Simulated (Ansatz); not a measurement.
# CCSD/STO-3G run of BH2Cl (SMILES BCl)

Aim: the electronic atomisation energy of BH2Cl at CCSD/STO-3G, from 4 runs. 

The results are computed with Ansatz 0.2.0.

56 further runs of the same task are left out: 2 that didn't finish, 54 set aside as unsound or not needed.

## (1) The system as given

The species is BH2Cl (4 atoms), meant as a singlet with charge 0. As SMILES, `BCl`. The shape is that of a PBE0-D4/def2-TZVP optimisation.

Bond lengths: B1–Cl2 1.733 Å, B1–H3 1.190 Å, B1–H4 1.190 Å. Angles: Cl2–B1–H3 118.1°, Cl2–B1–H4 118.1°, H3–B1–H4 123.7°.

## (2) The energy at CCSD/STO-3G

in.yaml

```yaml
crystal:
  periodic: [false, false, false]
  atoms:
    - symbol: B
      position_ang: [-0.116700, 0.021700, -0.075300]
    - symbol: Cl
      position_ang: [1.365000, -0.395300, 0.721200]
    - symbol: H
      position_ang: [-1.106200, -0.559500, 0.240400]
    - symbol: H
      position_ang: [-0.086600, 0.872800, -0.906600]
basis:
  gaussian:
    orbitals: STO-3G
correlation:
  method: ccsd
  frozen_orbitals: {B: 1, Cl: 5, H: 0}
accuracy: high
scf:
  omitted_lower_state_checks: [cluster_reference, increment]
```

Launch:

```bash
$ ansatz run in.yaml --threads 1 --pin off --max-ram 2610MiB --events-out events.jsonl --progress --plain --runs-dir runs
```

Log:

```text
Warning: RAYON_NUM_THREADS=1 ignored (pool sized by the plan → 1); use --threads N
[... 11 lines left out ...]
6 core orbitals not correlated: weight in the atoms' cores, before any rotation towards them, 1.000 or more for the frozen orbitals, at most 0.000 for the correlated occupied ones
[... 19 lines left out ...]
Total energy: -13066.57889533 eV, -480.1879175583 hartree
Checks for a lower state left out: cluster_reference, increment
```

It took 0.12 s on 1 thread of Arm Neoverse V1, shared host.

## (3) The B atom, same level

run.yaml

```yaml
basis:
  gaussian: {orbitals: STO-3G}
crystal:
  periodic: [false, false, false]
  atoms:
    - {symbol: B, position_ang: [0.000000, 0.000000, 0.000000]}
magnetization: {spin_polarized: true, initial_magnetization: 1}
correlation: {method: ccsd, frozen_orbitals: {B: 1}}
accuracy: high
scf: {omitted_lower_state_checks: [cluster_reference, increment]}
```

Run the same way, it converges to -24.18899 Eh (log not shown).

## (4) The Cl atom

input.yaml

```yaml
crystal:
  periodic: [false, false, false]
  atoms:
    - {symbol: Cl, position_ang: [0.000000, 0.000000, 0.000000]}
basis:
  gaussian: {orbitals: STO-3G}
magnetization: {spin_polarized: true, initial_magnetization: 1}
correlation: {method: ccsd, frozen_orbitals: {Cl: 5}}
accuracy: high
scf: {omitted_lower_state_checks: [cluster_reference, increment]}
```

Run the same way, it converges to -454.54219 Eh (log not shown).

## (5) The H atom: a single-point energy at UHF/STO-3G

job.yaml

```yaml
crystal:
  periodic: [false, false, false]
  atoms:
    - {symbol: H, position_ang: [0.000000, 0.000000, 0.000000]}
basis:
  gaussian: {orbitals: STO-3G}
magnetization: {spin_polarized: true, initial_magnetization: 1}
hamiltonian: {xc: hf}
accuracy: high
```

Run the same way, it converges to -0.46658 Eh (log not shown).

## (6) Results

Level: CCSD/STO-3G, 6 core orbitals frozen.

| quantity | value |
| --- | --- |
| molecule: total energy | -480.18792 Eh |
| molecule: correlation energy (6 core orbitals frozen) | -59.3 mEh |
| molecule: T1 diagnostic | 0.014 |
| B atom: total energy | -24.18899 Eh |
| B atom: correlation energy (1 core orbital frozen) | -40.0 mEh |
| B atom: ⟨S²⟩ of the reference determinant | 0.750 |
| B atom: T1 diagnostic | 0.000 |
| Cl atom: total energy | -454.54219 Eh |
| Cl atom: correlation energy (5 core orbitals frozen) | 0.0 mEh |
| Cl atom: ⟨S²⟩ of the reference determinant | 0.750 |
| Cl atom: T1 diagnostic | 0.000 |
| H atom: total energy | -0.46658 Eh |
| H atom: ⟨S²⟩ | 0.750 |
| electronic atomisation energy | 14.247 eV |

Taking the molecule apart into free atoms costs 14.25 eV (329 kcal/mol), before zero-point energy and without spin-orbit coupling. In a minimal basis such a difference can be off by several eV, whatever the method.
